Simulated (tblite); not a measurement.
# C9H10: the cost of one run

The runs use tblite 0.8.0 and PySCF 2.14.0, with density-fitted response routines of our own; the level of theory stands in each step. All values are computed, except where a source is named. Atoms count from 0, in the outputs and in this text.

## 1. The molecule as given

19 atoms, charge 0, multiplicity 1; geometry from: force field or distance geometry start.

Bonds of the start (Å): C0–C1 1.22, C1–C2 1.44, C2–C3 1.50, C3–C4 1.33, C3–C5 1.50, C5–C6 1.52, C6–C7 1.49, C7–C8 1.35, C7–C5 1.47, C0–H9 1.08, C2–H10 1.10, C2–H11 1.13, C4–H12 1.10, C4–H13 1.11, C5–H14 1.11, C6–H15 1.09, C6–H16 1.12, C8–H17 1.08, C8–H18 1.08.

## 2. Geometry optimisation with GFN2-xTB

What the job is given:

```
{"job": {"kind": "relax", "xc": "GFN2-xTB", "basis": "xTB"}, "charge": 0, "multiplicity": 1}
C      0.024000    -1.720400     3.017200
C     -0.565400    -1.611600     1.954000
C     -1.270500    -1.499000     0.702500
C     -0.401200    -0.704000    -0.226400
C      0.043400    -1.205700    -1.370500
C     -0.026400     0.684000     0.212300
C     -0.622200     1.739300    -0.701700
C      0.847600     1.493700    -0.653200
C      2.023100     1.881600    -1.184700
H      0.516700    -1.798100     3.971300
H     -1.547000    -2.490800     0.307200
H     -2.179300    -0.844500     0.860900
H     -0.249500    -2.225800    -1.665800
H      0.695000    -0.616800    -2.045500
H     -0.003700     0.843700     1.310200
H     -1.240900     1.359700    -1.520100
H     -1.050600     2.629600    -0.174100
H      2.041500     2.666600    -1.931700
H      2.955600     1.427700    -0.869200
```

Started as:

```
$ OMP_NUM_THREADS=1 python probes_run.py task.json out
```

The driver reads the jobs from task.json and runs them one after another.

**Question.** How long does this first job take on 1 thread of Intel Xeon at 2.50GHz, shared host?

About 1.9 s.
